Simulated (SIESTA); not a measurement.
Crystal: HfCuGe.

```xyz
6
Lattice="-1.8784 1.8784 6.7153 1.8784 -1.8784 6.7153 1.8784 1.8784 -6.7153" Properties=species:S:1:pos:R:3 pbc="T T T"
Hf    0.0000    0.0000    8.9955
Hf    0.0000    0.0000    4.4352
Ge    0.0000    0.0000   11.7256
Ge    0.0000    0.0000    1.7050
Cu    0.0000    1.8784    0.0000
Cu    1.8784    0.0000    0.0000
```

The cell comes from a database or a generator and needn't be the stable form of this composition.

- Program: SIESTA 5.4.2
- Task: single point
- Functional: PBEsol
- Potentials or basis: PseudoDojo 0.4 standard (PBEsol files)
- Basis: DZP (energy shift 0.003 Ry; two zetas on semicore shells)
- Grid cutoff: 800 Ry
- Energy shift: 0.003 Ry
- k mesh: 10 × 10 × 10
- Occupations: fermi-dirac, width 0.05 eV
- Spin: no spin polarisation

On this cell: pressure -0.9 GPa; largest force 0.123 eV/Å; band gap on the k mesh none (metal or under the smearing width).

The same run follows on a disturbed copy (atoms moved at random, drawn with an rms of 0.05 Å):

```
Hf Ge Cu
1.0
    -1.87838    1.87838    6.71532
     1.87838   -1.87838    6.71532
     1.87838    1.87838   -6.71532
Hf Ge Cu
2 2 2
Direct
  0.67526 0.67130 0.00623
  0.32780 0.32400 0.00043
  0.87893 0.86942 0.00093
  0.13444 0.11573 0.99401
  0.50858 0.00227 0.50593
  0.00583 0.50316 0.51123
```

Q: What changes?

A: The energy (extrapolated to zero smearing) moves by +9.3 meV/atom; pressure -0.8 GPa; largest force 0.885 eV/Å; band gap on the k mesh none (metal or under the smearing width).

Forces in eV/Å, atoms in the order of the input:
```
Hf  -0.468  0.032 -0.086
Hf  -0.067  0.135  0.872
Ge   0.172 -0.089 -0.195
Ge   0.580 -0.051 -0.359
Cu   0.061 -0.001 -0.260
Cu  -0.279 -0.025  0.030
```

Stress tensor (GPa, compression positive):
```
-1.47 -0.02 -0.38
-0.02 -1.48 -0.22
-0.38 -0.22  0.54
```

Caveats: short orbitals over semicore shells can move pressures by several GPa; the basis of atomic orbitals isn't converged, which shifts pressures, moduli and gaps.
